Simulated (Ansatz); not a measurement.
**C₂H₅BN₂: small, medium and large basis sets**

An exercise on one series of results from a longer session: the logs are not shown, and one member is left open.

Computed with Ansatz 0.2.0, Gaussian basis. Level: one geometry, several basis sets.

Plan: PBE0-D4/def2-SVP; ωB97M-V/def2-SVP; PBE0-D4/def2-QZVPP; ωB97M-V/def2-QZVPP; the functionals' def2-TZVPP values are taken from earlier runs.

## The relaxed structure

The geometry comes from an earlier relaxation with PBE0-D4 in a triple-zeta def2 set; it is a stationary point, not always the lowest conformer.

SMILES `NC1=NCB1`, 10 atoms, charge 0, spin multiplicity 1.

Atoms are counted from 1 here; the program's logs count them from 0.

Bond lengths: N1–C2 1.328 Å, N1–H6 1.007 Å, N1–H7 1.002 Å, C2–N3 1.321 Å, C2–B5 1.509 Å, N3–C4 1.500 Å, C4–B5 1.556 Å, C4–H8 1.089 Å, C4–H9 1.087 Å, B5–H10 1.194 Å. Angles: C2–N1–H6 119.7°, C2–N1–H7 120.2°, H6–N1–H7 118.6°, N1–C2–N3 126.6°, N1–C2–B5 149.8°, N3–C2–B5 79.3°, C2–N3–C4 99.8°, N3–C4–B5 72.7°, N3–C4–H8 113.1°, N3–C4–H9 111.8°, B5–C4–H8 119.9°, B5–C4–H9 120.8°, H8–C4–H9 111.8°, C2–B5–C4 89.6°, C2–B5–H10 127.7°, C4–B5–H10 131.6°.

Set-up of the first run:

in.yaml

```yaml
crystal:
  periodic: [false, false, false]
  atoms:
    - {symbol: N, position_ang: [0.384095, -1.556978, -1.054450]}
    - {symbol: C, position_ang: [0.194038, -0.472869, -0.312104]}
    - {symbol: N, position_ang: [-0.960415, -0.029884, 0.153471]}
    - {symbol: C, position_ang: [-0.464045, 0.911928, 1.209684]}
    - {symbol: B, position_ang: [0.561541, 0.947807, 0.039622]}
    - {symbol: H, position_ang: [-0.399385, -2.145750, -1.287811]}
    - {symbol: H, position_ang: [1.244230, -1.682288, -1.553561]}
    - {symbol: H, position_ang: [-1.129440, 1.758376, 1.374910]}
    - {symbol: H, position_ang: [-0.232890, 0.394346, 2.136596]}
    - {symbol: H, position_ang: [0.885471, 1.824009, -0.703357]}
basis:
  gaussian: {orbitals: def2-SVP}
hamiltonian: {xc: pbe0, dispersion: d4}
output: {orbitals: {seedname: orbitals}}
```

The run is started by

```console
$ ansatz run in.yaml --threads 2 --pin off --events-out ev --progress --plain --max-ram 4352MiB
```

Steps of the session up to this table: PBE0-D4 in def2-SVP; ωB97M-V in def2-SVP; PBE0-D4 in def2-QZVPP; ωB97M-V in def2-QZVPP.

One of the session's tables, all rows but one given; the rest of the session is left out.

| functional | basis | HOMO (eV) | LUMO (eV) |
| --- | --- | --- | --- |
| PBE0-D4 | def2-SVP | -6.54 | 0.26 |
| PBE0-D4 | def2-TZVPP | -6.67 | -0.01 |
| PBE0-D4 | def2-QZVPP | -6.70 | -0.10 |
| ωB97M-V | def2-SVP | -8.76 | 2.41 |
| ωB97M-V | def2-TZVPP | ? | ? |
| ωB97M-V | def2-QZVPP | -8.94 | 1.39 |

**Question.** Estimate the row for ωB97M-V, def2-TZVPP.

The run gave: HOMO (eV): -8.91; LUMO (eV): 1.84. In the column «HOMO (eV)» it lies between ωB97M-V, def2-QZVPP (-8.94) and ωB97M-V, def2-SVP (-8.76).
